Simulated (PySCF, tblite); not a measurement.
**C₄H₂Cl₃FO− (doublet): geometry, infrared bands and EPR parameters**

Wanted: the infrared bands and EPR parameters of C₄H₂Cl₃FO− (doublet) (`[O-]/[C]=C(/CF)C(Cl)(Cl)Cl`), by calculation.

Computed with tblite 0.8.0 and PySCF 2.14.0, with density-fitted response routines of our own, on a single molecule in the gas phase. Atoms are numbered from 0 throughout.

## (1) The starting structure

11 atoms, charge -1, multiplicity 2; geometry from: force field or distance geometry start.

Bonds of the start (Å): O0–C1 1.39, C1–C2 1.35, C2–C3 1.48, C3–F4 1.39, C2–C5 1.46, C5–Cl6 1.79, C5–Cl7 1.78, C5–Cl8 1.77, C3–H9 1.14, C3–H10 1.08.

## (2) Geometry optimisation with GFN2-xTB

Job settings and geometry (Å):

```
{"job": {"kind": "relax", "xc": "GFN2-xTB", "basis": "xTB"}, "charge": -1, "multiplicity": 2}
O     -1.762100     1.948600     0.282000
C     -0.408200     1.634800     0.246200
C     -0.020300     0.352300     0.052500
C     -1.038300    -0.707600    -0.159300
F     -2.268100    -0.062900    -0.058700
C      1.389300    -0.030300     0.009900
Cl     2.389900     1.430600     0.275000
Cl     1.818200    -1.218600     1.264100
Cl     1.894300    -0.708700    -1.549300
H     -0.983700    -1.424600     0.730600
H     -1.005600    -1.210900    -1.118900
```

The run is started by

```
> OMP_NUM_THREADS=1 python probes_run.py task.json out
```

This one command runs all jobs of the session in turn.

**Question.** This job is followed by: GFN2-xTB harmonic vibrations, gas phase; UKS B3LYP, pcH-1 on C Cl F H O, non-relativistic, mean-field spin-orbit, GIAO. What will the session give for the following? strongest single infrared mode (GFN2-xTB); zero-point energy (GFN2-xTB); g(iso) (B3LYP); ⟨S²⟩; largest a(iso).

**Answer**, as computed:

| quantity | value |
| --- | --- |
| strongest single infrared mode (GFN2-xTB) | 2186 cm⁻¹, 1704 km/mol |
| zero-point energy (GFN2-xTB) | 31.1 kcal/mol |
| g(iso) (B3LYP) | 2.01179 |
| ⟨S²⟩ | 0.759 (exact 0.75) |
| largest a(iso) | 13C on C5, 673.0 MHz |

The optimisation took 77 steps and gained 2.127 eV; among the close pairs (by a distance rule), C5–Cl8 changed most, from 1.774 to 2.389 Å. The frame itself reshapes: C5···Cl8 goes from 1.77 to 2.39 Å. No mode is imaginary among the 27: a minimum at this level. The strongest single mode, at 2186 cm⁻¹, moves mainly C1. GFN2-xTB is a fitted tight-binding method: band positions and strengths are rough. Its intensities can rank the bands wrongly. The structure rearranged or came apart on optimisation; the results belong to the end geometry, not to the formula as drawn. C5 carries the largest spin population, 0.46 e. The isotropic g lies 9.5 ppt above the free-electron value. The records flag this anion as possibly unbound in the gas phase, so the basis may hold the extra electron. These values are for one conformer; the search (at its own cheap level) found 1 more, at 0.12 kcal/mol, and measured spectra average over such forms.
